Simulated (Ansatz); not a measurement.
# AlFH3NS: the cost of one run

All numbers are computed with Ansatz 0.2.0 through its Python package. Level of theory: r2SCAN/STO-3G.

### Step 1. The system

Bond lengths: N1–Al2 1.852 Å, Al2–F3 1.769 Å, Al2–S4 2.252 Å, N1–H5 1.063 Å, N1–H6 1.091 Å, S4–H7 1.379 Å. Angles: N1–Al2–F3 119.0°, N1–Al2–S4 122.5°, F3–Al2–S4 118.5°, Al2–N1–H5 109.0°, Al2–N1–H6 108.8°, H5–N1–H6 100.9°, Al2–S4–H7 93.3°.

alfh3ns.xyz, read by the script:

```xyz
7

N    -0.88050    0.70110    1.01300
Al    0.41600   -0.44280    0.34860
F     1.93310   -0.62770    1.23920
S     0.15220   -1.58690   -1.57290
H    -0.51590    1.69890    0.97160
H    -1.70350    0.75260    0.29920
H     0.65980   -0.56320   -2.34450
```

### Step 2. Script

alfh3ns.py reads:

```python
"""Atomisation energy of AlFH3NS at the given geometry."""

from collections import Counter

import ansatz as az


def single_point(molecule, charge=0, unpaired=0):
    calc = (
        molecule.calculation()
        .basis(gaussian="STO-3G")
        .functional("r2SCAN")
    )
    if charge:
        calc = calc.charge(charge)
    if unpaired:
        calc = calc.spin("collinear", total=unpaired)
    return calc.run(threads=1).report["free_energy_ev"]


def main() -> None:
    mol = az.Crystal.molecule_from_extxyz("alfh3ns.xyz")

    # Hund ground states
    unpaired = {"N": 3, "Al": 1, "F": 1, "S": 2, "H": 1}
    counts = Counter(site.symbol for site in mol.cartesian_sites)
    atom_energy = {s: single_point(az.Crystal.molecule().atom(s, (0, 0, 0)), 0, unpaired[s]) for s in counts}
    whole = single_point(mol, 0, 0)
    for s, e in atom_energy.items():
        print(f"{s:2s} x{counts[s]}  {e:14.5f} eV")
    print(f"AlFH3NS: {whole:.5f} eV")
    split = sum(counts[s] * e for s, e in atom_energy.items()) - whole
    print(f"atomisation energy (no zero-point term): {96.485332 * split:.1f} kJ/mol, {split / sum(counts.values()):.3f} eV an atom")


if __name__ == "__main__":
    main()
```

### Step 3. What the engine is handed

The engine receives this input (first run):

```yaml
crystal:
  periodic: [false, false, false]
  atoms:
    - { symbol: "N", position_ang: [0.0, 0.0, 0.0] }
basis:
  gaussian:
    orbitals: STO-3G
hamiltonian:
  xc: r2scan
magnetization:
  spin_polarized: true
  initial_magnetization: 3.0
```

### Step 4. The run

On the command line:

```
python alfh3ns.py
```

**Question.** How long does this script take on 1 thread of Arm Neoverse V2, shared host, and how much memory does it need?

About 3.9 s, with a peak of 0.16 GiB.
